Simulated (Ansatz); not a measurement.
# Zr2BeMo3: the cost of one run

Method: DFT PBE, scalar-relativistic, plane waves, PAW, unless a step names another level, in Ansatz 0.2.0.

7 further runs of the same task are left out: 7 set aside as unsound or not needed.

### Step 1. Plan

Pauling electronegativities: Zr 1.33, Be 1.57, Mo 2.16 (spread 0.83). It is an alloy, so charge balance gives no guide. Tabulated atomic sizes suggest about 15 Å³/atom. 20 candidates were drawn, by swapping species into database cells of other compounds, at random by space group and Wyckoff sites, or by hand, as the table says:

| name | made from | space group no. | Wyckoff sites | atoms (primitive cell) | V (Å³/atom) |
| --- | --- | --- | --- | --- | --- |
| c01 | database cell of La2Al3Ge | 187 | Zr 2i; Be 1a; Mo 1b, 1c, 1d | 6 | 18.4 |
| c02 | random | 187 | Zr 2g; Be 1b; Mo 2h, 1d | 6 | 16.7 |
| c03 | random | 189 | Zr 2c; Be 1a; Mo 3g | 6 | 19.3 |
| c04 | random | 123 | Zr 1b, 1d; Be 1a; Mo 2e, 1c | 6 | 16.5 |
| c05 | random | 99 | Zr 2c; Be 1b; Mo 2c, 1a | 6 | 15.5 |
| c06 | random | 191 | Zr 2e; Be 1b; Mo 3g | 6 | 19.3 |
| c07 | random | 47 | Zr 2p; Be 1d; Mo 1f, 1e, 1b | 6 | 18.6 |
| c08 | random | 191 | Zr 2d; Be 1a; Mo 3f | 6 | 17.0 |
| c09 | random | 191 | Zr 2c; Be 1b; Mo 2d, 1a | 6 | 17.8 |
| c10 | database cell of Zr2P3S | 99 | Zr 1b, 1a; Be 1b; Mo 2c, 1a | 6 | 13.7 |
| c11 | random | 191 | Zr 2c; Be 1a; Mo 3g | 6 | 17.0 |
| c12 | database cell of Zr2CuSb3 | 115 | Zr 2g; Be 1a; Mo 1b, 2g | 6 | 15.6 |
| c13 | random | 123 | Zr 1d, 1a; Be 1b; Mo 2g, 1c | 6 | 18.4 |
| c14 | random | 191 | Zr 2d; Be 1a; Mo 2e, 1b | 6 | 17.5 |
| c15 | random | 139 | Zr 4e; Be 2a; Mo 4c, 2b | 6 | 19.4 |
| c16 | random | 65 | Zr 4l; Be 2c; Mo 4k, 2b | 6 | 16.2 |
| c17 | random | 164 | Zr 2c; Be 1b; Mo 2d, 1a | 6 | 17.5 |
| c18 | database cell of K2NaCl3 | 164 | Zr 2d; Be 1a; Mo 2d, 1b | 6 | 14.8 |
| c19 | database cell of Ce2CuSi3 | 187 | Zr 2h; Be 1f; Mo 1e, 1b, 1a | 6 | 15.4 |
| c20 | random | 123 | Zr 1d, 1a; Be 1b; Mo 2f, 1c | 6 | 18.6 |

### Step 2. Screening run of c02

input.yaml

```yaml
crystal:
  lattice:
    - [3.96374362, 0.0, 0.0]
    - [-1.98187181, 3.43270267, 0.0]
    - [0.0, 0.0, 7.34889477]
  atoms:
    - { symbol: Zr, position: [0.0, 0.0, 0.7961098] }
    - { symbol: Zr, position: [0.0, 0.0, 0.2038902] }
    - { symbol: Be, position: [0.0, 0.0, 0.5] }
    - { symbol: Mo, position: [0.33333333, 0.66666667, 0.80092605] }
    - { symbol: Mo, position: [0.33333333, 0.66666667, 0.19907395] }
    - { symbol: Mo, position: [0.33333333, 0.66666667, 0.5] }
basis:
  ecutwfc: 420
kpoints:
  mp_grid: { grid: [5, 5, 2] }
hamiltonian:
  xc: pbe
scf:
  occupations: { method: gaussian, width: 0.2 }
  lower_state_search: "off"
output:
  forces: true
  stress: true
  eigenvalues: true
relax:
  adjacent_minimum: "off"
  f_tol: 0.08
  max_steps: 16
  cell: { stress_tol: 0.8 }
```

The run is started by

```bash
$ ansatz run input.yaml --threads 1 --pin off --max-ram 2560MiB --backend cpu --events-out ev --progress --plain --runs-dir out
```

Q: Estimate wall time and peak memory on 1 thread of Arm Neoverse V1, shared host.

About 31 s, with a peak of 0.38 GiB.
